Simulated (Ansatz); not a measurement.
# C3H7Ga: the cost of one run

The runs use Ansatz 0.2.0, Gaussian basis; RKS PBE0-D4/def2-TZVP.

Plan: relaxation at PBE0-D4/def2-TZVP; harmonic vibrations at the same level; a single point in def2-TZVPP for the fields.

### Step 1. Starting geometry

SMILES `CC=[CH][GaH2]`, 11 atoms, charge 0, spin multiplicity 1.

Atoms are counted from 1 here; the program's logs count them from 0.

Bond lengths: C1–C2 1.492 Å, C1–H5 1.094 Å, C1–H6 1.090 Å, C1–H7 1.090 Å, C2–C3 1.332 Å, C2–H8 1.088 Å, C3–Ga4 2.002 Å, C3–H9 1.094 Å, Ga4–H10 1.582 Å, Ga4–H11 1.580 Å. Angles: C2–C1–H5 109.9°, C2–C1–H6 110.3°, C2–C1–H7 110.3°, H5–C1–H6 109.4°, H5–C1–H7 109.4°, H6–C1–H7 107.5°, C1–C2–C3 123.5°, C1–C2–H8 115.1°, C3–C2–H8 121.4°, C2–C3–Ga4 126.5°, C2–C3–H9 118.0°, Ga4–C3–H9 115.5°, C3–Ga4–H10 128.3°, C3–Ga4–H11 118.2°, H10–Ga4–H11 113.5°.

Geometry (Å):

```
C    -1.16091    0.99458    0.07868
C    -0.94365   -0.42568    0.48002
C     0.20266   -1.07630    0.29017
Ga    1.86589   -0.34137   -0.54847
H    -0.25137    1.39572   -0.37843
H    -1.98401    1.06490   -0.63263
H    -1.42538    1.59774    0.94762
H    -1.79932   -0.90957    0.94660
H     0.26249   -2.11782    0.61852
H     2.11382    1.11190   -1.12355
H     3.11979   -1.29410   -0.67854
```

The start is a GFN2-xTB geometry.

### Step 2. Geometry optimisation, PBE0-D4/def2-TZVP

File in.yaml:

```yaml
crystal:
  periodic: [false, false, false]
  atoms:
    - {symbol: C, position_ang: [-1.160910, 0.994580, 0.078680]}
    - {symbol: C, position_ang: [-0.943650, -0.425680, 0.480020]}
    - {symbol: C, position_ang: [0.202660, -1.076300, 0.290170]}
    - {symbol: Ga, position_ang: [1.865890, -0.341370, -0.548470]}
    - {symbol: H, position_ang: [-0.251370, 1.395720, -0.378430]}
    - {symbol: H, position_ang: [-1.984010, 1.064900, -0.632630]}
    - {symbol: H, position_ang: [-1.425380, 1.597740, 0.947620]}
    - {symbol: H, position_ang: [-1.799320, -0.909570, 0.946600]}
    - {symbol: H, position_ang: [0.262490, -2.117820, 0.618520]}
    - {symbol: H, position_ang: [2.113820, 1.111900, -1.123550]}
    - {symbol: H, position_ang: [3.119790, -1.294100, -0.678540]}
basis:
  gaussian: {orbitals: def2-TZVP}
hamiltonian: {xc: pbe0, dispersion: d4}
relax: {f_tol: 0.005, max_steps: 150}
```

Launch:

```
ansatz run in.yaml --threads 4 --pin off --events-out ev --progress --plain --max-ram 10444MiB
```

**Question.** How long does this run take on 4 threads of Intel Xeon 6975P-C, shared host, and how much memory does it need?

About 16 s, with a peak of 0.48 GiB.
